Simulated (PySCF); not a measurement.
# F4GeH6P2 (trans-Ge(PH3)2F4): the cost of one run

The runs use PySCF 2.14.0, with density-fitted response routines of our own; the level of theory stands in each step. All values are computed, except where a source is named. Atoms are numbered from 0 throughout.

### 1 The molecule as given

13 atoms, charge 0, multiplicity 1; geometry from: GFN2-xTB. The atoms were then displaced at random by about 0.03 Å, so the start is not that level's minimum.

Bonds of the start (Å): Ge0–P1 2.58, Ge0–P5 2.61, Ge0–F9 1.72, Ge0–F10 1.88, Ge0–F11 1.87, Ge0–F12 1.69, P1–H2 1.36, P1–H3 1.44, P1–H4 1.36, P5–H6 1.41, P5–H7 1.35, P5–H8 1.35.

### 2 Optimising the geometry at PBE0-D3(BJ)/def2-SVP

What the job is given:

```
{"job": {"xc": "PBE0", "basis": "def2-SVP", "d3": "d3bj", "grid": 1, "maxiter": 40, "shake": 0.03, "kind": "geom"}, "charge": 0, "multiplicity": 1}
Ge     0.075640    -0.083240     0.008390
P     -0.032280    -0.018900     2.586250
H      0.336730     1.108650     3.260770
H      0.872290    -0.935730     3.220080
H     -1.207090    -0.259790     3.234260
P      0.003720     0.022470    -2.599190
H      1.181560     0.345730    -3.296230
H     -0.824290     0.898480    -3.204960
H     -0.329290    -1.119790    -3.230040
F      1.792390    -0.024230     0.076200
F     -1.799560    -0.006750    -0.020750
F      0.041280     1.784790    -0.007510
F     -0.080480    -1.763790    -0.005080
```

The run is started by

```
$ OMP_NUM_THREADS=1 python probes_run.py task.json out
```

The driver reads the jobs from task.json and runs them one after another.

**Question.** How long does this first job take on 1 thread of Arm Neoverse V1, shared host, and how much memory does it need?

About 1.9 min, with a peak of 0.64 GiB.
